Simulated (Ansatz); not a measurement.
# CH4AlGa: basis-set convergence

The task here is to estimate one member of a computed series from the others.

Method: one geometry, several basis sets; program: Ansatz 0.2.0, Gaussian basis.

Levels to be run: PBE0-D4/def2-SVP; ωB97M-V/def2-SVP; PBE0-D4/def2-QZVPP; ωB97M-V/def2-QZVPP; the functionals' def2-TZVPP values are taken from earlier runs.

## The geometry

All runs share one geometry, relaxed beforehand with PBE0-D4 in a triple-zeta def2 set.

SMILES `[CH2]1[AlH][GaH]1`, 7 atoms, charge 0, spin multiplicity 1.

Atoms are counted from 1 here; the program's logs count them from 0.

Bond lengths: C1–Al2 1.907 Å, C1–Ga3 2.094 Å, C1–H4 1.113 Å, C1–H5 1.091 Å, Al2–Ga3 2.394 Å, Al2–H6 1.587 Å, Ga3–H7 1.574 Å. Angles: Al2–C1–Ga3 73.3°, Al2–C1–H4 110.5°, Al2–C1–H5 133.7°, Ga3–C1–H4 83.9°, Ga3–C1–H5 136.8°, H4–C1–H5 107.5°, C1–Al2–Ga3 56.9°, C1–Al2–H6 138.9°, Ga3–Al2–H6 149.6°, C1–Ga3–Al2 49.7°, C1–Ga3–H7 125.4°, Al2–Ga3–H7 175.1°.

Set-up of the first run:

The input, in.yaml:

```yaml
crystal:
  periodic: [false, false, false]
  atoms:
    - {symbol: C, position_ang: [-0.596802, 0.160713, -0.541658]}
    - {symbol: Al, position_ang: [-0.161535, 0.754722, 1.217545]}
    - {symbol: Ga, position_ang: [1.131754, -0.873157, 0.030713]}
    - {symbol: H, position_ang: [-1.068482, -0.846889, -0.508041]}
    - {symbol: H, position_ang: [-0.962228, 0.663169, -1.438065]}
    - {symbol: H, position_ang: [-0.229385, 2.083641, 2.082913]}
    - {symbol: H, position_ang: [1.886679, -1.942179, -0.843406]}
basis:
  gaussian: {orbitals: def2-SVP}
hamiltonian: {xc: pbe0, dispersion: d4}
output: {orbitals: {seedname: orbitals}}
```

Started as:

```
ansatz run in.yaml --threads 2 --pin off --events-out ev --progress --plain --max-ram 4352MiB
```

Among the steps run: PBE0-D4 in def2-SVP; ωB97M-V in def2-SVP; PBE0-D4 in def2-QZVPP; ωB97M-V in def2-QZVPP.

One table of the session follows, with a row left open; its other results are not shown here.

| functional | basis | HOMO (eV) | LUMO (eV) |
| --- | --- | --- | --- |
| PBE0-D4 | def2-SVP | -5.76 | -2.13 |
| PBE0-D4 | def2-TZVPP | -5.77 | -2.16 |
| PBE0-D4 | def2-QZVPP | -5.78 | -2.17 |
| ωB97M-V | def2-SVP | ? | ? |
| ωB97M-V | def2-TZVPP | -7.67 | -0.41 |
| ωB97M-V | def2-QZVPP | -7.68 | -0.50 |

Q: Estimate the row for ωB97M-V, def2-SVP from the others.

**Answer.** HOMO (eV): -7.63; LUMO (eV): -0.34. In the column «HOMO (eV)» it lies between ωB97M-V, def2-TZVPP (-7.67) and PBE0-D4, def2-QZVPP (-5.78).
